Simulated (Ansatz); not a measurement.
# Nickel, simple cubic under BLYP: ground state and equation of state

The plan for nickel in the simple cubic structure: relax it, solve it on a dense k-mesh, then scale the cell to 7 volumes from 88 to 112 % of the relaxed one and try a fit of the equation of state. The start is ferromagnetic. The k-meshes are 14×14×14 for the relaxation; 22×22×22 for the dense run; 15×15×15 for the volumes.

This is Ni in the simple cubic structure; at room conditions it is fcc.

Program: Ansatz 0.2.0. Level of theory: DFT BLYP, plane waves (420 eV) with PAW, scalar-relativistic; PAW files made under PBE, frozen cores solved again for the functional. These are calculated values, not measurements.

## Step 1: Starting point

The structure is cubic, space group Pm-3m (No. 221). The conventional cell has a = 2.278 Å, b = 2.278 Å, c = 2.278 Å, α = 90.00°, β = 90.00°, γ = 90.00°. Around Ni (site symmetry m-3m) lie 6 Ni at 2.28 Å.

Structure file:

```cif
data_structure
_symmetry_space_group_name_H-M 'P 1'
_symmetry_Int_Tables_number 1
_cell_length_a 2.2776
_cell_length_b 2.2776
_cell_length_c 2.2776
_cell_angle_alpha 90.000
_cell_angle_beta 90.000
_cell_angle_gamma 90.000
_cell_volume 11.81
loop_
_atom_site_label
_atom_site_type_symbol
_atom_site_fract_x
_atom_site_fract_y
_atom_site_fract_z
_atom_site_occupancy
Ni1 Ni 0.00000 0.00000 0.00000 1
```

Starting moments (μB): +0.8.

## Step 2: Relaxing cell and atoms

The input, input.yaml:

```yaml
crystal:
  lattice:
    - [2.2775907947, 0.0, 0.0]
    - [0.0, 2.2775907947, 0.0]
    - [0.0, 0.0, 2.2775907947]
  atoms:
    - { symbol: Ni, position: [0.0, 0.0, 0.0], spin: 0.8 }
hamiltonian:
  xc: blyp
  pseudopotentials:
    kind: paw
    azcp:
      Ni: "pseudopotentials/Ni.paw.azcp"
basis:
  ecutwfc: 420
  fft_grid_basis: typed
kpoints:
  mp_grid: { grid: [14, 14, 14], shift: [0, 0, 0] }
magnetization:
  spin_polarized: true
scf:
  occupations: { method: fermi_dirac, width: 0.05 }
relax:
  max_steps: 60
  f_tol: 0.01
  cell: {}
output:
  write_density: true
  write_potential: true
  elf: true
  volumetric_format: npy
```

After this run come: The energy on a finer k-mesh; Volume × 0.88; Volume × 0.92; Volume × 0.96; Volume × 1.0; Volume × 1.04; Volume × 1.08; Volume × 1.12.

**Question.** What will these runs give? Wanted: space group; conventional cell; volume; shortest distance; gap on the mesh; magnetic state; relative to fcc, ferromagnetic; V₀, B₀, B₀′.

As calculated:

| quantity | value |
| --- | --- |
| space group (spins left aside) | Pm-3m (No. 221) |
| conventional cell | a = 2.368 Å |
| volume | 13.279 Å³/atom |
| shortest distance | 2.368 Å |
| gap on the mesh | none (levels filled in part) |
| magnetic state | ferromagnetic, up to 0.54 μB per atom |
| relative to fcc, ferromagnetic | +539 meV/atom |
| V₀, B₀, B₀′ | 13.269 Å³/atom, 117 GPa, 5.5 |

The relaxation enlarged the cell by 12.4 % in volume. It lies 539 meV/atom above the element's reference form at the same level (fcc, ferromagnetic, from a run of its own). It ends ferromagnetic, with up to 0.54 μB per atom. No gap shows: it is a metal or semimetal at this level. B₀ comes out at 117 GPa. Relaxation kept the symmetry; phonons were not checked.
